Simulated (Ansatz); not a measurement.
# Pt: the cost of one run

Program: Ansatz 0.2.0. Level of theory: DFT PBEsol, scalar-relativistic, plane waves, PAW. These are calculated values, not measurements.

17 further runs of the same task are left out: 1 that didn't finish, 16 set aside as unsound or not needed.

### Step 1. The structure to begin with

It takes space group P6_3/mmc (No. 194, hexagonal). The conventional cell has a = 2.725 Å, b = 2.725 Å, c = 4.707 Å, α = 90.00°, β = 90.00°, γ = 120.00°. Pt (site symmetry -6m2) has 12 Pt at 2.73 to 2.83 Å as nearest neighbours.

Coordinates:

```
Pt
1.0
     2.72519    0.00000    0.00000
    -1.36259    2.36008    0.00000
     0.00000    0.00000    4.70692
Pt
2
Direct
  0.66667 0.33333 0.75000
  0.33333 0.66667 0.25000
```

It goes back to an entry of the Materials Project, which need not be the stable form.

This cell was relaxed beforehand with the same method: volume 15.14 Å³/atom, gap on the mesh none (metal).

### Step 2. Plan of the line

The energy is mapped over the lattice constants a and c of the conventional cell.

The axes are (1) lattice constant a (and b): 7 values from 2.534 to 2.916 Å; (2) lattice constant c: 7 values from 4.472 to 4.942 Å.

Nothing else is relaxed (symmetry fixes all fractional coordinates). Energies count from the relaxed crystal. Points are written as (first, second).

### Step 3. The run at (2.534 Å, 4.472 Å)

The input, input.yaml:

```yaml
crystal:
  lattice:
    - [2.5344, 0.0, 0.0]
    - [-1.2672, 2.1948547833, 0.0]
    - [0.0, 0.0, 4.4716]
  atoms:
    - { symbol: Pt, position: [0.6666666667, 0.3333333333, 0.75] }
    - { symbol: Pt, position: [0.3333333333, 0.6666666667, 0.25] }
basis:
  ecutwfc: 420
kpoints:
  mp_grid: { grid: [18, 18, 10] }
hamiltonian:
  xc: pbesol
scf:
  occupations: { method: gaussian, width: 0.15 }
output:
  forces: true
  stress: true
  eigenvalues: true
```

On the command line:

```bash
> ansatz run input.yaml --threads 1 --pin off --max-ram 2048MiB --backend cpu --events-out ev --progress --plain --runs-dir out
```

What time and memory should one allow on 1 thread of Arm Neoverse N1, shared host?

About 9.1 s, with a peak of 0.35 GiB.
